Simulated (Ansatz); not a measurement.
# Zr₂ (septet): wave-function methods side by side, def2-TZVPP

An exercise on one series of results from a longer session: the logs are not shown, and one member is left open.

Program: Ansatz 0.2.0, Gaussian basis. Level of theory: def2-TZVPP, core rule «outside noble gas», up to 8 orbitals frozen. These are calculated values, not measurements.

Plan: UHF; CCSD(T) on ROHF; CCSD(T) on UHF; CCSDT(Q) on ROHF; CCSDT(Q) on UHF; CASSCF and NEVPT2, 8 electrons in 12 orbitals.

4 further runs of the same task are left out: 1 for a known fault of the program, 3 set aside as unsound or not needed.

## What is computed

The geometry is a PBE0/def2-TZVP stationary point (not a proven minimum) of the parent state, kept for this charge and spin. No spin-orbit coupling is included. Elements past krypton take def2 core potentials.

2 atoms, charge 0, spin multiplicity 7.

Atoms are counted from 1 here; the program's logs count them from 0.

Bond lengths: Zr1–Zr2 2.388 Å.

The first run:

Contents of in.yaml:

```yaml
crystal:
  periodic: [false, false, false]
  atoms:
    - {symbol: Zr, position_ang: [0.000000, 0.000000, 0.000000]}
    - {symbol: Zr, position_ang: [0.000000, 0.000000, 2.387600]}
basis:
  gaussian: {orbitals: def2-TZVPP}
magnetization: {spin_polarized: true, initial_magnetization: 6}
hamiltonian: {xc: hf}
output: {orbitals: {seedname: orbitals}}
```

Command:

```bash
$ ansatz run in.yaml --threads 1 --pin off --events-out ev --progress --plain --max-ram 2816MiB --backend cpu
```

Among the steps run: UHF; CCSD(T) on ROHF; CCSD(T) on UHF; CCSDT(Q) on ROHF; CCSDT(Q) on UHF; CASSCF and NEVPT2, 8 electrons in 12 orbitals.

One of the session's tables, all rows but one given; the rest of the session is left out.

```
        method  from RCCSDT(Q) (meV)
          RMP2                 -69.9
          UMP2               +1070.1
         RCCSD                +831.7
         UCCSD                +610.3
      RCCSD(T)                +145.7
      UCCSD(T)                +145.1
        RCCSDT                     ?
        UCCSDT                 +76.7
     RCCSDT(Q)                     0
     UCCSDT(Q)                 -41.0
CASSCF valence               +3435.2
NEVPT2 valence               +1055.0
```

Estimate the missing values for RCCSDT.

**Answer.** from RCCSDT(Q) (meV): +192.0. In the column «from RCCSDT(Q) (meV)» it lies between RCCSD(T) (+145.7) and UCCSD (+610.3).

Left out of the table: ROHF, UHF (another determinant or state than the rows shown).

Limits of these values: The report flags that the cluster equations may have other roots. The program flags RCCSD(T), RCCSDT(Q) as in doubt, so the zero of the table is itself unsure. Warnings: spin contamination; coupled cluster took another determinant than the lowest; large T1 diagnostic. Restricted and unrestricted rows rest on different reference determinants; where their highest levels disagree by more than a few hundredths of an eV, they describe different states and don't form one ladder.
